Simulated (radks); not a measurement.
**Mo³⁺ in [Ar] 3d10 4s2 4p5.75 4d3 5d0.25: an all-electron calculation**

The task here is to estimate one member of a computed series from the others.

Method: scalar-relativistic Kohn-Sham, PBE, spin-unpolarised, spherical densities, finite nucleus. Code: radks (a radial shooting solver on a logarithmic mesh, Libxc functionals) version 1.

**The system**

```
element            : molybdenum (Z = 42)
charge             : +3
electrons          : 39
configuration      : [Ar] 3d10 4s2 4p5.75 4d3 5d0.25
nuclear rms radius : 4.4091 fm
```

The first run:

The run's settings:

```text
Z 42
configuration [Ar] 3d10 4s2 4p5.75 4d3 5d0.25
relativity scalar-relativistic
functional pbe,pbe
spin unpolarised
nucleus finite rms 4.4091 fm
c 137.035999084
```

On the command line:

```sh
$ python run_ks.py task.json out
```

All runs below come from this command, one after another.

One of the session's tables, all rows but one given; the rest of the session is left out.

It belongs to the step «Shells». From the orbitals of this run (lengths in bohr):

| level | <r> | outermost maximum (interpolated) | 90 % within | nodes |
| --- | --- | --- | --- | --- |
| 1s | 0.03517 | 0.0229 | 0.0630 | 0 |
| 2s | 0.1537 | 0.130 | 0.237 | 1 |
| 2p | 0.1339 | 0.104 | 0.218 | 0 |
| 3s | 0.4288 | 0.384 | 0.633 | 2 |
| 3p | ? | ? | ? | ? |
| 3d | 0.4150 | 0.323 | 0.663 | 0 |
| 4s | 1.094 | 0.985 | 1.59 | 3 |
| 4p | 1.206 | 1.06 | 1.78 | 2 |
| 4d | 1.583 | 1.30 | 2.44 | 1 |
| 5d | 4.274 | 3.96 | 6.16 | 2 |

Estimate the missing values for 3p.

**Answer.** <r>: 0.4305; outermost maximum (interpolated): 0.377; 90 % within: 0.650; nodes: 1. In the column «<r>» it lies between 3s (0.4288) and 4s (1.094).
